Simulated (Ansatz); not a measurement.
# C13H17FOTi: a ladder of functionals and wavefunction methods

The task here is to estimate one member of a computed series from the others.

Method: functionals in def2-TZVPP, the program's frozen cores in correlated methods; program: Ansatz 0.2.0, Gaussian basis.

Plan: LDA (SPW92), PBE-D4, revPBE-D4, BLYP-D4, r2SCAN-D4, B97M-V, PBE0-D4, B3LYP-D4, r2SCANh-D4, r2SCAN0-D4, HSE06-D4, BHLYP-D4, CAM-B3LYP-D4, LC-ωPBE, ωB97X-V, ωB97M-V, B2PLYP, PBE-QIDH; CCSD(T)/def2-SVP; CCSD(T)/def2-TZVPP; MP2/def2-QZVPP; extrapolation to the limit; RPA on PBE.

**The geometry**

All runs share one geometry, relaxed beforehand with PBE0-D4 in a triple-zeta def2 set.

SMILES `C[O][Ti]12345678([F])([C@@H]9[C@H]1[C@H]2[C@@]3(C)[C@@H]94)[C@@H]1[C@H]5[C@H]6[C@@]7(C)[C@@H]18`, 33 atoms, charge 0, spin multiplicity 1.

Atoms are counted from 1 here; the program's logs count them from 0.

Bond lengths: C1–O2 1.391 Å, C1–H17 1.099 Å, C1–H18 1.097 Å, C1–H19 1.097 Å, O2–Ti3 1.852 Å, Ti3–F4 1.833 Å, Ti3–C5 2.388 Å, Ti3–C6 2.371 Å, Ti3–C7 2.428 Å, Ti3–C8 2.470 Å, Ti3–C10 2.409 Å, Ti3–C11 2.406 Å, Ti3–C12 2.376 Å, Ti3–C13 2.388 Å, Ti3–C14 2.468 Å, Ti3–C16 2.437 Å, C5–C6 1.408 Å, C5–C10 1.408 Å and more. Angles: O2–C1–H17 112.3°, O2–C1–H18 111.2°, O2–C1–H19 109.4°, H17–C1–H18 107.8°, H17–C1–H19 107.7°, H18–C1–H19 108.4°, C1–O2–Ti3 127.3°, O2–Ti3–F4 95.4°, O2–Ti3–C5 120.5°, O2–Ti3–C6 86.3°, O2–Ti3–C7 77.1°, O2–Ti3–C8 103.0°, O2–Ti3–C10 132.9°, O2–Ti3–C11 122.0°, O2–Ti3–C12 137.5°, O2–Ti3–C13 107.3°, O2–Ti3–C14 80.9°, O2–Ti3–C16 88.9° and more.

Set-up of the first run:

Contents of in.yaml:

```yaml
crystal:
  periodic: [false, false, false]
  atoms:
    - {symbol: C, position_ang: [-2.063624, -1.134852, 1.501738]}
    - {symbol: O, position_ang: [-1.418332, -0.054948, 0.907989]}
    - {symbol: Ti, position_ang: [0.050800, -0.106290, -0.218859]}
    - {symbol: F, position_ang: [-0.505998, -1.574709, -1.163393]}
    - {symbol: C, position_ang: [0.898398, 1.901403, -1.195305]}
    - {symbol: C, position_ang: [-0.302465, 2.217281, -0.531801]}
    - {symbol: C, position_ang: [-1.354853, 1.591743, -1.236265]}
    - {symbol: C, position_ang: [-0.818617, 0.872212, -2.313161]}
    - {symbol: C, position_ang: [-1.571636, 0.053307, -3.297382]}
    - {symbol: C, position_ang: [0.588369, 1.042453, -2.266558]}
    - {symbol: C, position_ang: [1.857111, -1.661346, 0.108898]}
    - {symbol: C, position_ang: [2.402287, -0.379223, -0.019083]}
    - {symbol: C, position_ang: [1.979137, 0.381517, 1.103308]}
    - {symbol: C, position_ang: [1.201684, -0.444344, 1.937768]}
    - {symbol: C, position_ang: [0.594123, -0.041777, 3.236551]}
    - {symbol: C, position_ang: [1.100988, -1.698070, 1.298430]}
    - {symbol: H, position_ang: [-1.520623, -1.514533, 2.378421]}
    - {symbol: H, position_ang: [-2.179642, -1.965425, 0.793877]}
    - {symbol: H, position_ang: [-3.060525, -0.823839, 1.836180]}
    - {symbol: H, position_ang: [1.884059, 2.243028, -0.922983]}
    - {symbol: H, position_ang: [-0.403997, 2.822407, 0.356678]}
    - {symbol: H, position_ang: [-2.393818, 1.595978, -0.946431]}
    - {symbol: H, position_ang: [-1.417852, 0.430687, -4.311938]}
    - {symbol: H, position_ang: [-2.641060, 0.074985, -3.084995]}
    - {symbol: H, position_ang: [-1.241794, -0.987154, -3.262572]}
    - {symbol: H, position_ang: [1.296930, 0.590171, -2.945979]}
    - {symbol: H, position_ang: [1.932426, -2.458932, -0.613457]}
    - {symbol: H, position_ang: [3.027662, -0.030724, -0.826312]}
    - {symbol: H, position_ang: [2.244405, 1.406382, 1.316622]}
    - {symbol: H, position_ang: [-0.361639, 0.465469, 3.082076]}
    - {symbol: H, position_ang: [1.255574, 0.639282, 3.775435]}
    - {symbol: H, position_ang: [0.416282, -0.910510, 3.871957]}
    - {symbol: H, position_ang: [0.526261, -2.541637, 1.650535]}
basis:
  gaussian: {orbitals: def2-TZVPP}
hamiltonian: {xc: lda}
output: {orbitals: {seedname: orbitals}}
```

Command:

```bash
ansatz run in.yaml --threads 11 --pin off --events-out ev --progress --plain --max-ram 174080MiB --backend cuda --devices 0, --max-vram 75GiB
```

Among the steps run: LDA; PBE-D4 (GGA); revPBE-D4 (GGA); BLYP-D4 (GGA); r2SCAN-D4 (meta-GGA); B97M-V (meta-GGA); B3LYP-D4 (hybrid); r2SCANh-D4 (hybrid); r2SCAN0-D4 (hybrid); HSE06-D4 (hybrid); BHLYP-D4 (hybrid); CAM-B3LYP-D4 (range-separated); LC-ωPBE (range-separated); ωB97X-V (range-separated); ωB97M-V (range-separated); B2PLYP (double hybrid); PBE-QIDH (double hybrid).

One table of the session follows, with a row left open; its other results are not shown here.

It belongs to the step «Frontier levels by functional». 

```
  functional  HOMO (eV)  LUMO (eV)  gap (eV)
 LDA (SPW92)      -5.39      -2.71      2.67
      PBE-D4      -5.19      -2.44      2.75
   revPBE-D4          ?          ?         ?
     BLYP-D4      -5.04      -2.33      2.71
   r2SCAN-D4      -5.36      -2.34      3.02
      B97M-V      -5.42      -2.34      3.08
     PBE0-D4      -6.21      -1.40      4.81
    B3LYP-D4      -6.02      -1.67      4.35
  r2SCANh-D4      -5.75      -1.94      3.81
  r2SCAN0-D4      -6.34      -1.34      5.00
    HSE06-D4      -5.83      -1.78      4.05
    BHLYP-D4      -7.07      -0.21      6.86
CAM-B3LYP-D4      -7.41      -0.30      7.11
     LC-ωPBE      -8.63       0.79      9.42
     ωB97X-V      -8.33       0.77      9.10
     ωB97M-V      -8.26       0.73      8.99
```

Q: Estimate the row for revPBE-D4 from the others.

As computed: HOMO (eV): -5.11; LUMO (eV): -2.34; gap (eV): 2.77. In the column «HOMO (eV)» it lies between PBE-D4 (-5.19) and BLYP-D4 (-5.04).
